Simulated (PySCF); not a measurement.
# InCl4⁻: spin, charge, geometry and surroundings

One physical setting of the base script is moved in each run, with the edits that it forces.

Computed with PySCF 2.14.0. Level: method and basis as typed in the scripts.

6 further runs of the same task are left out: 1 for a known fault of the program, 5 that didn't finish. Runs told in other sessions of the task aren't counted.

### 1 The system as given

InCl4⁻: 5 atoms, charge -1, spin multiplicity 1.

Bond lengths: In1–Cl2 2.483 Å, In1–Cl3 2.483 Å, In1–Cl4 2.483 Å, In1–Cl5 2.483 Å. Angles: Cl2–In1–Cl3 109.5°, Cl2–In1–Cl4 109.5°, Cl2–In1–Cl5 109.5°, Cl3–In1–Cl4 109.5°, Cl3–In1–Cl5 109.5°, Cl4–In1–Cl5 109.5°.

### 2 The base run

The input, input.py:

```python
from pyscf import gto, scf
from pyscf.hessian import thermo

mol = gto.M(
    atom='In 0 0 0; Cl 2.027 0 -1.4333; Cl 0 2.027 1.4333; Cl -2.027 0 -1.4333; Cl 0 -2.027 1.4333',
    basis='crenbl',
    ecp={'In': 'crenbl', 'Cl': 'crenbl'},
    charge=-1,
    spin=0,
    verbose=4,
)
mf = scf.RHF(mol)
mf.kernel()
hess = mf.Hessian().kernel()
print('wavenumber (cm^-1) =', thermo.harmonic_analysis(mol, hess)['freq_wavenumber'].round(1))
mf.dip_moment()
print('orbital energies (hartree):', mf.mo_energy[..., max(0, mol.nelec[1]-3):mol.nelec[0]+3].round(4))
```

Command:

```
$ OMP_NUM_THREADS=1 python input.py
```

Its log is not repeated here.

### 3 Coordinates × 1.545

Edit 1 changes geometry: coordinates × 1.03 → coordinates × 1.545.

Changes to input.py since step 2:

```diff
@@ -4,3 +4,3 @@
 mol = gto.M(
-    atom='In 0 0 0; Cl 2.027 0 -1.4333; Cl 0 2.027 1.4333; Cl -2.027 0 -1.4333; Cl 0 -2.027 1.4333',
+    atom='In 0 0 0; Cl 3.0406 0 -2.15; Cl 0 3.0406 2.15; Cl -3.0406 0 -2.15; Cl 0 -3.0406 2.15',
     basis='crenbl',
```

### 4 Coordinates × 4

Edit 2 changes geometry: coordinates × 1.03 → coordinates × 4.

Changes to input.py since step 2:

```diff
@@ -4,3 +4,3 @@
 mol = gto.M(
-    atom='In 0 0 0; Cl 2.027 0 -1.4333; Cl 0 2.027 1.4333; Cl -2.027 0 -1.4333; Cl 0 -2.027 1.4333',
+    atom='In 0 0 0; Cl 7.872 0 -5.5664; Cl 0 7.872 5.5664; Cl -7.872 0 -5.5664; Cl 0 -7.872 5.5664',
     basis='crenbl',
```

What does the calculation give? Wanted: for each run, E(SCF); from base; gap; after the SCF.

The runs gave:

```tsv
run	E(SCF) (hartree)	from base (eV)	cycles	gap (eV)	after the SCF
base	-115.892571	0	9	12.97	highest mode 296 cm⁻¹
coordinates × 1.545	-115.509663	+10.4195	9	3.92	n/a
coordinates × 4 (poor choice)	-115.297266	+16.1991	11	0.91	n/a
```

What this shows: The largest comparable shift of the SCF energy, +16.199 eV, comes with the run “coordinates × 4”. With coordinates × 1.545 the frontier gap moves by over 1.5 eV, which can mean another electronic state rather than the bond length alone. With coordinates × 4 the frontier gap moves by over 1.5 eV, which can mean another electronic state rather than the bond length alone. Rows marked «poor choice» come from settings spoiled on purpose.
